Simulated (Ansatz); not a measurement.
# Br2H4N2Ti: the cost of one run

Program: Ansatz 0.2.0, Gaussian basis. Level of theory: the settings change from run to run. These are calculated values, not measurements.

**1. The geometry**

The structure was relaxed beforehand with PBE0-D4 in a triple-zeta def2 set.

9 atoms, charge 0, spin multiplicity 1.

Atoms are counted from 1 here; the program's logs count them from 0.

Bond lengths: N1–Ti2 1.853 Å, N1–H6 1.009 Å, N1–H7 1.012 Å, Ti2–N3 1.848 Å, Ti2–Br4 2.367 Å, Ti2–Br5 2.367 Å, N3–H8 1.012 Å, N3–H9 1.012 Å. Angles: Ti2–N1–H6 126.5°, Ti2–N1–H7 122.5°, H6–N1–H7 111.0°, N1–Ti2–N3 105.7°, N1–Ti2–Br4 109.2°, N1–Ti2–Br5 109.2°, N3–Ti2–Br4 109.9°, N3–Ti2–Br5 109.9°, Br4–Ti2–Br5 112.7°, Ti2–N3–H8 124.0°, Ti2–N3–H9 124.0°, H8–N3–H9 111.0°.

**2. BHLYP/aug-cc-pVDZ**

Set apart from the defaults: unrestricted orbitals, D3(BJ) dispersion, relativity set to scalar.

in.yaml

```yaml
crystal:
  periodic: [false, false, false]
  atoms:
    - {symbol: N, position_ang: [-0.895827, 0.929602, -0.883674]}
    - {symbol: Ti, position_ang: [0.407831, -0.271069, -0.342202]}
    - {symbol: N, position_ang: [0.191678, -0.453794, 1.484144]}
    - {symbol: Br, position_ang: [0.041663, -2.351652, -1.409595]}
    - {symbol: Br, position_ang: [2.543339, 0.633726, -0.814889]}
    - {symbol: H, position_ang: [-1.577224, 1.383109, -0.293521]}
    - {symbol: H, position_ang: [-1.005210, 1.214085, -1.849132]}
    - {symbol: H, position_ang: [0.720424, 0.066950, 2.171777]}
    - {symbol: H, position_ang: [-0.338073, -1.197357, 1.920094]}
basis:
  gaussian: {orbitals: aug-cc-pVDZ}
magnetization: {spin_polarized: true, initial_magnetization: 0}
hamiltonian: {xc: {name: BHLYP}, dispersion: d3bj, pseudopotentials: {relativity: scalar}}
output: {forces: true}
```

Launch:

```console
ansatz run in.yaml --threads 4 --pin off --events-out ev --progress --plain --max-ram 11315MiB
```

Q: Estimate wall time and peak memory on 4 threads of Arm Neoverse V1, shared host.

About 20 s, with a peak of 1.3 GiB.
